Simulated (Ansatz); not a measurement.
The system is CsLiCr2Te2S3.

```
Cs Li Cr Te S
1.0
     3.42162   -5.18069    0.00784
     3.42162    5.18069    0.00784
    -2.90411    0.00000    7.43093
Cs Li Cr Te S
1 1 2 2 3
Direct
  0.09374 0.09374 0.00853
  0.58875 0.58875 0.55336
  0.05646 0.46755 0.55790
  0.46755 0.05646 0.55790
  0.56486 0.87357 0.29035
  0.87357 0.56486 0.29035
  0.81151 0.39697 0.73347
  0.39697 0.81151 0.73347
  0.21404 0.21404 0.48371
```

The cell was built by a generator and needn't be a form met in nature.

| Quantity | Value |
| --- | --- |
| Program | Ansatz 0.2.0 |
| Task | single point |
| Functional | PBE |
| Potentials or basis | Ansatz PAW |
| Cutoff | 420 eV (not typed: the program's choice for these potentials) |
| k mesh | 5 × 5 × 4 |
| Occupations | fermi-dirac, width 0.05 eV |
| Spin | collinear spin, ferromagnetic start |
| Starting moments | [0.0, 0.0, 3.0, 3.0, 0.0, 0.0, 0.0, 0.0, 0.0] μB |

On this cell: pressure 0.0 GPa; largest force 0.016 eV/Å; net moment 4.01 μB per cell; site moments Cs -0.00; Li +0.00; Cr +2.02; Te -0.13; S -0.06, -0.05 μB; band gap on the k mesh none (metal or under the smearing width).

The same run follows on a disturbed copy (atoms moved at random, drawn with an rms of 0.05 Å):

```
CELL_PARAMETERS angstrom
3.42162 -5.18069 0.00784
3.42162 5.18069 0.00784
-2.90411 0.00000 7.43093
ATOMIC_POSITIONS crystal
Cs 0.08534 0.08622 0.00516
Li 0.58392 0.58588 0.55856
Cr 0.06365 0.47236 0.56229
Cr 0.46962 0.05897 0.55660
Te 0.56271 0.86673 0.28451
Te 0.87331 0.56353 0.29533
S 0.81158 0.38886 0.72986
S 0.39649 0.81693 0.73367
S 0.20642 0.21106 0.48262
```

Q: What changes?

A: The energy (extrapolated to zero smearing) moves by +3.3 meV/atom; pressure 0.3 GPa; largest force 0.566 eV/Å; net moment 4.02 μB per cell; site moments Cs -0.00; Li +0.00; Cr +1.94, +2.08; Te -0.14, -0.13; S -0.05 μB; band gap on the k mesh none (metal or under the smearing width).

Forces in eV/Å, atoms in the order of the input:
```
Cs   0.017  0.001  0.045
Li   0.036 -0.010 -0.054
Cr  -0.078  0.109 -0.172
Cr  -0.274  0.033 -0.493
Te  -0.136  0.121  0.163
Te   0.047  0.020 -0.056
S    0.191  0.122  0.320
S    0.046 -0.128  0.175
S    0.152 -0.268  0.072
```

Stress tensor (GPa, compression positive):
```
 0.70  0.07  0.26
 0.07 -0.15 -0.11
 0.26 -0.11  0.24
```

Caveats: only a ferromagnetic start was run, and an antiferromagnetic order may lie lower in energy.
